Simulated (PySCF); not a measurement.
**Ways to converge the SCF of IF⁻**

The same problem is solved with other solver options, one edit a run.

Program: PySCF 2.14.0. Level of theory: method and basis as typed in the scripts. These are calculated values, not measurements.

4 further runs of the same task are left out: 1 for a known fault of the program, 3 that didn't finish.

## 1. Starting geometry

IF⁻: 2 atoms, charge -1, spin multiplicity 2.

No contacts short enough for the rule that draws bonds.

## 2. Base script

input.py reads:

```python
from pyscf import gto, scf
from pyscf.hessian import thermo

mol = gto.M(
    atom='I 0 0 0; F 0 0 2.329',
    basis='sbkjc',
    ecp={'I': 'sbkjc', 'F': 'sbkjc'},
    charge=-1,
    spin=1,
    symmetry=True,
    verbose=4,
)
mf = scf.UHF(mol)
mf.kernel()
hess = mf.Hessian().kernel()
print('wavenumber (cm^-1) =', thermo.harmonic_analysis(mol, hess)['freq_wavenumber'].round(1))
mf.dip_moment()
print('orbital energies (hartree):', [e[max(0, n-3):n+3].round(4) for e, n in zip(mf.mo_energy, mol.nelec)])
```

The run is started by

```sh
$ OMP_NUM_THREADS=1 python input.py
```

Its log is not repeated here.

Base result: E(SCF) = -35.084496 Eh, 11 cycles, ⟨S²⟩ = 0.761, wavenumbers 309 cm⁻¹.

The bond length is a typed value, not an optimised one, so the wavenumber is not that of the minimum. The dipole of an ion depends on the origin.

## 3. Second-order solver on

Edit 1 changes second-order solver: off → on.

input.py reads:

```python
from pyscf import gto, scf
from pyscf.hessian import thermo

mol = gto.M(
    atom='I 0 0 0; F 0 0 2.329',
    basis='sbkjc',
    ecp={'I': 'sbkjc', 'F': 'sbkjc'},
    charge=-1,
    spin=1,
    symmetry=True,
    verbose=4,
)
mf = scf.UHF(mol)
mf = mf.newton()
mf.kernel()
hess = mf.Hessian().kernel()
print('wavenumber (cm^-1) =', thermo.harmonic_analysis(mol, hess)['freq_wavenumber'].round(1))
mf.dip_moment()
print('orbital energies (hartree):', [e[max(0, n-3):n+3].round(4) for e, n in zip(mf.mo_energy, mol.nelec)])
```

The run is started by

```sh
$ OMP_NUM_THREADS=1 python input.py
```

## 4. Smearing width 0.001 hartree

Edit 2 changes smearing width: none → 0.001 hartree; step after the SCF: frequency → none.

input.py reads:

```python
from pyscf import gto, scf

mol = gto.M(
    atom='I 0 0 0; F 0 0 2.329',
    basis='sbkjc',
    ecp={'I': 'sbkjc', 'F': 'sbkjc'},
    charge=-1,
    spin=1,
    symmetry=True,
    verbose=4,
)
mf = scf.UHF(mol)
mf = scf.addons.smearing_(mf, sigma=0.001, method='fermi')
mf.kernel()
mf.dip_moment()
print('orbital energies (hartree):', [e[max(0, n-3):n+3].round(4) for e, n in zip(mf.mo_energy, mol.nelec)])
```

## 5. Level shift 0.3 hartree

Edit 3 changes level shift: none → 0.3 hartree.

input.py: that of step 2 with these lines changed.

```diff
@@ -13,2 +13,3 @@
 mf = scf.UHF(mol)
+mf.level_shift = 0.3
 mf.kernel()
```

## 6. Initial guess random

Edit 4 changes initial guess: minao → random.

input.py: that of step 2 with these lines changed.

```diff
@@ -13,2 +13,3 @@
 mf = scf.UHF(mol)
+mf.init_guess = 'random'
 mf.kernel()
```

## 7. Convergence threshold 1e-16 hartree

Edit 5 changes convergence threshold: default → 1e-16 hartree.

input.py: that of step 2 with these lines changed.

```diff
@@ -13,2 +13,3 @@
 mf = scf.UHF(mol)
+mf.conv_tol = 1e-16
 mf.kernel()
```

Q: Predict the outcome of this session. Wanted: for each run, E(SCF); from base; gap, α spin; after the SCF.

The runs gave:

| run | E(SCF) (hartree) | from base (eV) | cycles | gap, α spin (eV) | after the SCF |
| --- | --- | --- | --- | --- | --- |
| base | -35.084496 | 0 | 11 | 17.84 | highest mode 309 cm⁻¹ |
| second-order solver on | -35.084496 | 0.0000 | 4 macro | 17.84 | highest mode 309 cm⁻¹ |
| smearing width 0.001 hartree | -34.988807 | not comparable | 9 | n/a | n/a |
| level shift 0.3 hartree | -35.084496 | 0.0000 | 17 | 17.84 | highest mode 309 cm⁻¹ |
| initial guess random | -35.084496 | 0.0000 | 11 | 17.84 | highest mode 309 cm⁻¹ |
| convergence threshold 1e-16 hartree | -35.084496 | 0.0000 | 41 | 17.84 | highest mode 309 cm⁻¹ |

Distance from each run's final energy (log10 hartree) by cycle:

| run | cycle 1 | cycle 2 | cycle 3 | cycle 5 | cycle 8 | cycle 12 |
| --- | --- | --- | --- | --- | --- | --- |
| base | -0.9 | -1.3 | -3.2 | -4.8 | -5.9 | done |
| second-order solver on | -2.6 | -7.0 | < -11 | done | done | done |
| smearing width 0.001 hartree | -0.8 | -1.0 | -2.9 | -5.3 | -9.9 | done |
| level shift 0.3 hartree | -1.1 | -2.1 | -3.0 | -3.5 | -4.3 | -6.5 |
| initial guess random | -0.9 | -1.3 | -3.2 | -4.8 | -5.9 | done |
| convergence threshold 1e-16 hartree | -0.9 | -1.3 | -3.2 | -4.8 | -5.9 | < -11 |

In words: With second-order solver on or level shift 0.3 hartree or initial guess random or convergence threshold 1e-16 hartree the SCF ends at the base energy. PySCF falls back to minao for a guess that it doesn't know or can't read, so that run repeats the base. The base needs 11 cycles and the run with level shift 0.3 hartree needs 17.
